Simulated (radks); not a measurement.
# Valence configurations of Tb

NIST gives [Xe] 4f9 6s2 as the ground configuration of Tb. Does this level of theory agree? Several fillings of the valence shells are run.

Program: radks (a radial shooting solver on a logarithmic mesh, Libxc functionals) version 1. Level of theory: scalar-relativistic Kohn-Sham, LDA (Slater exchange, Perdew-Wang correlation), spin-unpolarised, spherical densities, finite nucleus. These are calculated values, not measurements, unless marked.

## Step 1: What is computed

- element: terbium (Z = 65)
- charge: 0
- electrons: 65
- configuration: [Xe] 4f9 6s2
- nuclear rms radius: 5.06 fm
- others tried: 4f7 6s2 6p2; 4f8 6s2 6p1; 4f9 6s1 6p1; 4f8 5d1 6s2; 4f8.5 5d0.5 6s2; 4f8.5 6s2 6p0.5; 4f9 5d1 6s1; 4f11; 4f9 5d0.5 6s1.5

The outer shells:

Tb
```
[Xe] core
4f [↑↓][↑↓][↑ ][↑ ][↑ ][↑ ][↑ ]
6s [↑↓]
```

## Step 2: [Xe] 4f9 6s2

The run's settings:

```text
Z 65
configuration [Xe] 4f9 6s2
relativity scalar-relativistic
functional lda,pw
spin unpolarised
nucleus finite rms 5.06 fm
c 137.035999084
```

## Step 3: [Xe] 4f7 6s2 6p2

Changes since step 2:

```diff
@@ -1,3 +1,3 @@
 Z 65
-configuration [Xe] 4f9 6s2
+configuration [Xe] 4f7 6s2 6p2
 relativity scalar-relativistic
```

## Step 4: [Xe] 4f8 6s2 6p1

The run's settings:

```text
Z 65
configuration [Xe] 4f8 6s2 6p1
relativity scalar-relativistic
functional lda,pw
spin unpolarised
nucleus finite rms 5.06 fm
c 137.035999084
```

## Step 5: [Xe] 4f9 6s1 6p1

The run's settings:

```text
Z 65
configuration [Xe] 4f9 6s1 6p1
relativity scalar-relativistic
functional lda,pw
spin unpolarised
nucleus finite rms 5.06 fm
c 137.035999084
```

## Step 6: [Xe] 4f8 5d1 6s2

The run's settings:

```text
Z 65
configuration [Xe] 4f8 5d1 6s2
relativity scalar-relativistic
functional lda,pw
spin unpolarised
nucleus finite rms 5.06 fm
c 137.035999084
```

## Step 7: [Xe] 4f8.5 5d0.5 6s2

The run's settings:

```text
Z 65
configuration [Xe] 4f8.5 5d0.5 6s2
relativity scalar-relativistic
functional lda,pw
spin unpolarised
nucleus finite rms 5.06 fm
c 137.035999084
```

## Step 8: [Xe] 4f8.5 6s2 6p0.5

The run's settings:

```text
Z 65
configuration [Xe] 4f8.5 6s2 6p0.5
relativity scalar-relativistic
functional lda,pw
spin unpolarised
nucleus finite rms 5.06 fm
c 137.035999084
```

## Step 9: [Xe] 4f9 5d1 6s1

The run's settings:

```text
Z 65
configuration [Xe] 4f9 5d1 6s1
relativity scalar-relativistic
functional lda,pw
spin unpolarised
nucleus finite rms 5.06 fm
c 137.035999084
```

## Step 10: [Xe] 4f11

The run's settings:

```text
Z 65
configuration [Xe] 4f11
relativity scalar-relativistic
functional lda,pw
spin unpolarised
nucleus finite rms 5.06 fm
c 137.035999084
```

## Step 11: [Xe] 4f9 5d0.5 6s1.5

Changes since step 10:

```diff
@@ -1,3 +1,3 @@
 Z 65
-configuration [Xe] 4f11
+configuration [Xe] 4f9 5d0.5 6s1.5
 relativity scalar-relativistic
```

What does the calculation give? Wanted: for each run, valence; E − E(NIST configuration); highest level; its energy; 1s shift.

As calculated:

```tsv
valence	E − E(NIST configuration) (eV)	highest level	its energy (eV)	1s shift (eV)
4f9 6s2	0.000	4f	-3.242	+0.00
4f9 5d0.5 6s1.5	1.219	5d	-1.215	+0.46
4f8.5 5d0.5 6s2	1.468	5d	-2.039	-3.08
4f8.5 6s2 6p0.5	1.958	6p	-1.765	-4.56
4f9 5d1 6s1	2.478	5d	-1.068	+0.76
4f9 6s1 6p1	2.717	6p	-1.849	-1.42
4f8 5d1 6s2	4.144	5d	-2.585	-6.41
4f8 6s2 6p1	5.969	6p	-2.249	-9.62
4f7 6s2 6p2	20.961	6p	-3.143	-20.87
```

**Reading.** Theory agrees with NIST among these: the next, 4f9 5d0.5 6s1.5, lies 1.219 eV higher. The energies are those of spherical spin-averaged densities, not of single terms. The 1s eigenvalue shifts by up to 20.87 eV as the valence charge is rearranged.
